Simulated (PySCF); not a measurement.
# C3H5FSeSi: the cost of one run

Programs: PySCF 2.14.0, with density-fitted response routines of our own. Each step states its level of theory. These are calculated values for one molecule in the gas phase, unless marked as measured. Atoms count from 0, in the outputs and in this text.

**1. Starting geometry**

11 atoms, charge 0, multiplicity 1; geometry from: GFN2-xTB. The atoms were then displaced at random by about 0.01 Å, so the start is not that level's minimum.

Bonds of the start (Å): F0–C1 1.38, C1–Si2 1.95, Si2–C3 1.82, C3–C4 1.35, C4–Se5 1.88, Se5–C1 1.97, C1–H6 1.11, Si2–H7 1.49, Si2–H8 1.44, C3–H9 1.11, C4–H10 1.09.

**2. Optimising the geometry at PBE0-D3(BJ)/def2-SVP**

The job: settings as JSON, then the geometry in Å.

```
{"job": {"xc": "PBE0", "basis": "def2-SVP", "d3": "d3bj", "grid": 1, "shake": 0.01, "kind": "geom"}, "charge": 0, "multiplicity": 1}
F      1.441420    -1.150650    -1.599920
C      1.254870    -0.665060    -0.321820
Si     0.392540     1.081300    -0.342930
C     -1.219580     0.541060     0.316880
C     -1.364810    -0.734430     0.720020
Se     0.086880    -1.923890     0.642700
H      2.259450    -0.707520     0.144830
H      1.162590     1.956230     0.586260
H      0.414160     1.552570    -1.699550
H     -2.115180     1.186800     0.388080
H     -2.274230    -1.162230     1.149770
```

Run with:

```bash
OMP_NUM_THREADS=1 python probes_run.py task.json out
```

The driver reads the jobs from task.json and runs them one after another.

**Question.** How long does this first job take on 1 thread of Intel Xeon Platinum 8488C, shared host, and how much memory does it need?

About 40 s, with a peak of 0.53 GiB.
